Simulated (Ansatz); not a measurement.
# Cd2S under changes of volume

One of the cells (26.333 Å³/atom); the others are scaled copies at fixed shape and fractional positions:

```xyz
3
Lattice="3.9627 0.0000 0.0000 -1.9813 3.4318 0.0000 0.0000 0.0000 5.8092" Properties=species:S:1:pos:R:3 pbc="T T T"
Cd    0.0000    2.2878    5.4183
Cd    1.9813    1.1439    3.3620
S     0.0000    2.2878    2.1245
```

The cell comes from a database or a generator and needn't be the stable form of this composition.

* Program: Ansatz 0.2.0
* Functional: PBEsol
* Potentials or basis: Ansatz PAW
* Cutoff: 420 eV (not typed: the program's choice for these potentials)
* k mesh: 8 × 8 × 5
* Occupations: fermi-dirac, width 0.05 eV
* Spin: no spin polarisation

```csv
volume (Å³/atom),energy over the lowest point (meV/atom),pressure (GPa),gap on the mesh (eV),largest force (eV/Å)
24.753,0.00,-0.3,0.20,0.106
25.280,?,?,?,?
25.806,8.69,-2.2,0.21,0.082
26.333,17.31,-3.0,0.22,0.145
26.860,28.34,-3.7,0.24,0.215
27.386,41.49,-4.3,0.26,0.280
27.913,56.50,-4.8,0.28,0.341
```

What does the run at 25.280 Å³/atom give?

Energy over the lowest point 2.80 meV/atom; pressure -1.3 GPa; gap on the mesh 0.20 eV; largest force 0.057 eV/Å.

Worked out: A Birch-Murnaghan fit of order 3 (a polynomial in V^(-2/3)) to the other rows has its minimum at 24.59 Å³/atom, just outside them, with B0 = V·E''(V) = 52 GPa and B' = 4.9 at fixed shape and positions, which overstates the stiffness. It gives 2.80 meV/atom at 25.280 Å³/atom, against the run's 2.80, and -dE/dV = -1.3 GPa, against -1.3. A parabola through the other rows of the gap, of slope 0.26 eV per unit of ln V there, gives 0.20 eV, against the run's 0.20.

Energies are extrapolated to zero smearing.

Caveats: odd divisions of the mesh miss points on the zone boundary, where band edges often lie, so the gap on the mesh can be too wide; the PAW data sets come from PBE, with cores solved anew for the run's functional, which leaves a small shift of forces and pressure.

A mesh can miss the band edges. Spin-orbit coupling on Cd is left out.
